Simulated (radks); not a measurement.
# Fe³⁺ in [Ar] 3d5: an all-electron calculation

One table from this session's results is given with a row withheld; the runs are named, their logs left out.

The numbers are computed with radks (a radial shooting solver on a logarithmic mesh, Libxc functionals) version 1 (scalar-relativistic Kohn-Sham, PBE, spin-polarised, spherical densities, finite nucleus; open shells are filled with parallel spins first), except any that are marked as measured or tabulated.

### Starting point

```
element            : iron (Z = 26)
charge             : +3
electrons          : 23
configuration      : [Ar] 3d5
nuclear rms radius : 3.7377 fm
```

The outer shells:

Fe³⁺
```
[Ar] core
3d [↑ ][↑ ][↑ ][↑ ][↑ ]
```

Set-up of the first run:

Input:

```text
Z 26
configuration [Ar] 3d5 4s0 4p0 4d0 4f0
relativity scalar-relativistic
functional pbe,pbe
spin polarised
nucleus finite rms 3.7377 fm
c 137.035999084
```

One table of the session follows, with a row left open; its other results are not shown here.

It belongs to the step «Radial structure». Sizes of the orbitals, from the radial functions (bohr):

```
  level      <r>  outermost maximum (interpolated)  90 % within  nodes
1s down  0.05846                            0.0383        0.104      0
  1s up  0.05846                            0.0383        0.104      0
  2s up   0.2672                             0.222        0.414      1
2s down   0.2666                             0.222        0.413      1
  2p up        ?                                 ?            ?      ?
2p down   0.2352                             0.180        0.385      0
  3s up   0.8033                             0.699         1.20      2
3s down   0.8070                             0.700         1.21      2
  3p up   0.8430                             0.710         1.29      1
3p down   0.8498                             0.712         1.31      1
  3d up   0.9771                             0.692         1.63      0
3d down    1.015                             0.702         1.72      0
  4s up    2.237                              2.00         3.24      3
  4p up    2.553                              2.28         3.72      2
```

Estimate the missing values for 2p up.

As computed: <r>: 0.2358; outermost maximum (interpolated): 0.180; 90 % within: 0.386; nodes: 0. In the column «<r>» it lies between 2p down (0.2352) and 2s down (0.2666).

To keep in mind: Open shells are spherical and high-spin; term and fine-structure splittings are not resolved.
